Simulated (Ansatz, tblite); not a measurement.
**Ga4N4 wurtzite atom sphere (Ga₄N₄H₁₄): spin-state energies by level**

Aim: set other spin states of Ga4N4 wurtzite atom sphere (Ga₄N₄H₁₄) against its singlet, on many levels of theory.

Computed with Ansatz 0.2.0, Gaussian basis. Level: as each input shows.

Levels to be run: triplet, at the geometry of the singlet (GFN1-xTB, GFN2-xTB, PBE0-D4/def2-TZVP, PBE-D4/def2-TZVP); the singlet's energies come from earlier runs.

**1. The geometry**

The singlet was relaxed beforehand with r2SCAN-D4/def2-SVP.

22 atoms, charge 0, spin multiplicity 1.

Bond lengths: Ga1–N2 2.050 Å, Ga1–N4 1.973 Å, Ga1–H9 1.567 Å, Ga1–H10 1.581 Å, N2–Ga6 1.963 Å, N2–H11 1.026 Å, N2–H12 1.023 Å, Ga3–N4 1.973 Å, Ga3–N5 2.050 Å, Ga3–H13 1.581 Å, Ga3–H14 1.567 Å, N4–Ga7 1.973 Å, N4–H15 1.026 Å, N5–Ga6 1.963 Å, N5–H16 1.023 Å, N5–H17 1.026 Å, Ga6–N8 1.963 Å, Ga6–H18 1.561 Å and more. Angles: N2–Ga1–N4 96.9°, N2–Ga1–H9 107.9°, N2–Ga1–H10 102.5°, N4–Ga1–H9 112.2°, N4–Ga1–H10 111.5°, H9–Ga1–H10 122.2°, Ga1–N2–Ga6 112.7°, Ga1–N2–H11 106.9°, Ga1–N2–H12 109.5°, Ga6–N2–H11 109.9°, Ga6–N2–H12 112.0°, H11–N2–H12 105.5°, N4–Ga3–N5 96.9°, N4–Ga3–H13 111.5°, N4–Ga3–H14 112.2°, N5–Ga3–H13 102.5°, N5–Ga3–H14 107.9°, H13–Ga3–H14 122.2° and more.

**2. Triplet at the fixed geometry, GFN1-xTB**

Tight binding, by tblite at 300 K electronic temperature and without a spin-polarisation term:

```python
tblite.interface.Calculator('GFN1-xTB', numbers, positions, charge=0, uhf=2).singlepoint()
```

Energy -694.5726 eV; 0.054 s.

**3. Triplet at the fixed geometry, GFN2-xTB**

Tight binding, by tblite at 300 K electronic temperature and without a spin-polarisation term:

```python
tblite.interface.Calculator('GFN2-xTB', numbers, positions, charge=0, uhf=2).singlepoint()
```

Energy -639.6421 eV; 0.033 s.

**4. Triplet at the fixed geometry, PBE0-D4/def2-TZVP**

File in.yaml:

```yaml
crystal:
  periodic: [false, false, false]
  atoms:
    - {symbol: Ga, position_ang: [-1.784609, -0.637252, -0.984748]}
    - {symbol: N, position_ang: [-1.249776, -1.237216, 0.900756]}
    - {symbol: Ga, position_ang: [1.439708, -1.229443, -0.988452]}
    - {symbol: N, position_ang: [-0.002360, -0.003669, -1.544730]}
    - {symbol: N, position_ang: [1.700647, -0.461694, 0.894002]}
    - {symbol: Ga, position_ang: [0.003007, 0.004391, 1.763458]}
    - {symbol: Ga, position_ang: [0.340201, 1.859401, -0.994236]}
    - {symbol: N, position_ang: [-0.446579, 1.705503, 0.892121]}
    - {symbol: H, position_ang: [-2.239088, -1.907169, -1.782976]}
    - {symbol: H, position_ang: [-2.763478, 0.570290, -0.693698]}
    - {symbol: H, position_ang: [-0.816104, -2.161937, 0.807578]}
    - {symbol: H, position_ang: [-2.091249, -1.385599, 1.463263]}
    - {symbol: H, position_ang: [0.884208, -2.680050, -0.691317]}
    - {symbol: H, position_ang: [2.763122, -0.990491, -1.793358]}
    - {symbol: H, position_ang: [-0.003952, -0.006224, -2.570829]}
    - {symbol: H, position_ang: [2.252789, -1.114604, 1.455549]}
    - {symbol: H, position_ang: [2.283902, 0.376184, 0.795906]}
    - {symbol: H, position_ang: [0.005534, 0.008260, 3.324772]}
    - {symbol: H, position_ang: [-0.532292, 2.884065, -1.797491]}
    - {symbol: H, position_ang: [1.875489, 2.104577, -0.704576]}
    - {symbol: H, position_ang: [-1.464292, 1.791215, 0.798469]}
    - {symbol: H, position_ang: [-0.154819, 2.511461, 1.450518]}
basis:
  gaussian: {orbitals: def2-TZVP}
magnetization: {spin_polarized: true, initial_magnetization: 2}
hamiltonian: {xc: pbe0, dispersion: d4}
scf: {omitted_lower_state_checks: [starts]}
output: {orbitals: {seedname: orbitals}}
```

Run with:

```console
$ ansatz run in.yaml --threads 2 --pin off --events-out ev --progress --plain --max-ram 22528MiB --backend cuda --devices 0, --max-vram 18GiB
```

The log of the run:

```text
Functional definition: PBE0
  name "PBE0"
  cite "Adamo & Barone, J. Chem. Phys. 110, 6158 (1999) doi:10.1063/1.478522"
  cite "Perdew, Burke & Ernzerhof, Phys. Rev. Lett. 77, 3865 (1996) doi:10.1103/PhysRevLett.77.3865"
  parent pbe
  parameter a = 0.25
  parameter kappa = 0.804
  parameter beta = 0.06672455060314922
  exchange = (1 - a)*pbe_x(kappa = kappa, mu = beta*pi^2/3) + a*exact_x
  correlation = pbe_c(beta = beta)
these checks for a lower state are left out or cut short: starts
2888 factors; their error is unknown
mean field evaluation 1: about -215639.7159 eV, gradient 8.7e1 eV
mean field evaluation 2: about -215565.5312 eV, gradient 1.5e2 eV
mean field evaluation 4: about -215665.4845 eV, gradient 1.5e1 eV
mean field evaluation 8: about -215666.5109 eV, gradient 1.3e0 eV
mean field evaluation 16: about -215666.5394 eV, gradient 1.2e-1 eV
mean field evaluation 32: about -215667.5660 eV, gradient 1.4e-4 eV
mean field -215667.56595011 eV, -7925.6368639401 hartree, gradient 1.7e-6 eV, S^2 2.007768; 0 other end points of the search recorded, 0 dependent functions left out
reference -215667.56600227 eV, -7925.6368658566 hartree; 84, 82 occupied and 316, 318 virtual orbitals, 2888 factors
Total energy: -215668.43440624 eV, -7925.6687791142 hartree
Checks for a lower state left out: starts
```

Run time: 13 s. Hardware: 1 × H100 (card shared with other runs) with 2 threads of AMD EPYC 7R13, shared host; peak host memory 1.2 GiB.

Report: HOMO -1.68 eV, LUMO -6.45 eV (over both spins; with the spin held, an empty level of the minority spin lies below the top filled one); ⟨S²⟩ 2.008 (pure: 2.00).

**5. Triplet at the fixed geometry, PBE-D4/def2-TZVP**

start.molden holds the orbitals of an earlier run on this state, given as this run's starting guess.

in.yaml: that of step 4 with these lines changed.

```diff
@@ -26,5 +26,5 @@
 basis:
-  gaussian: {orbitals: def2-TZVP}
+  gaussian: {orbitals: def2-TZVP, initial_orbitals: start.molden}
 magnetization: {spin_polarized: true, initial_magnetization: 2}
-hamiltonian: {xc: pbe0, dispersion: d4}
+hamiltonian: {xc: pbe, dispersion: d4}
 scf: {omitted_lower_state_checks: [starts]}
```

The command is unchanged.

The log of the run:

```text
Functional definition: PBE
  name "PBE"
  cite "Perdew, Burke & Ernzerhof, Phys. Rev. Lett. 77, 3865 (1996) doi:10.1103/PhysRevLett.77.3865"
  parent pbe
  parameter kappa = 0.804
  parameter beta = 0.06672455060314922
  exchange = pbe_x(kappa = kappa, mu = beta*pi^2/3)
  correlation = pbe_c(beta = beta)
these checks for a lower state are left out or cut short: starts
2708 factors; their error is unknown
mean field evaluation 1: about -215662.7658 eV, gradient 1.3e1 eV
mean field evaluation 2: about -215663.1325 eV, gradient 4.9e-1 eV
mean field evaluation 4: about -215663.1696 eV, gradient 5.1e-2 eV
mean field evaluation 8: about -215663.1006 eV, gradient 2.2e-3 eV
mean field evaluation 16: about -215663.1006 eV, gradient 5.6e-5 eV
mean field -215663.10063639 eV, -7925.4727666873 hartree, gradient 1.7e-6 eV, S^2 2.002401; 0 other end points of the search recorded, 0 dependent functions left out
reference -215663.10070714 eV, -7925.4727692875 hartree; 84, 82 occupied and 316, 318 virtual orbitals, 2708 factors
Total energy: -215664.10268869 eV, -7925.5095914303 hartree
Checks for a lower state left out: starts
```

Wall time 8.5 s (1 × H100 (card shared with other runs) with 2 threads of AMD EPYC 7R13, shared host); peak host memory 1.2 GiB.

From the report: HOMO -1.37 eV, LUMO -6.79 eV (over both spins; with the spin held, an empty level of the minority spin lies below the top filled one); ⟨S²⟩ 2.002 (pure: 2.00).

**6. Triplet less singlet, vertical**

The singlet's energies are those of its earlier runs, whose logs aren't repeated here.

```csv
level,"triplet less singlet, vertical (kcal/mol)",time
GFN1-xTB,+145.4,0.079 s
GFN2-xTB,+143.0,0.048 s
PBE-D4/def2-TZVP,+125.4,12 s
PBE0-D4/def2-TZVP,+142.5,17 s
```

Times add the two runs; a level without a time comes out of a correlated run. Tight binding without a spin term can't rank spin states.

**7. Outcome**

| quantity | value |
| --- | --- |
| triplet less singlet, vertical, functionals in def2-TZVP | +125.4 (PBE-D4) to +142.5 kcal/mol (PBE0-D4) |

In words: All functionals put the triplet above the singlet, over a spread of 17.0 kcal/mol. The checks for a lower triplet were left out, so another state of that spin may lie lower. These are electronic energies, without zero-point motion, entropy or surroundings.
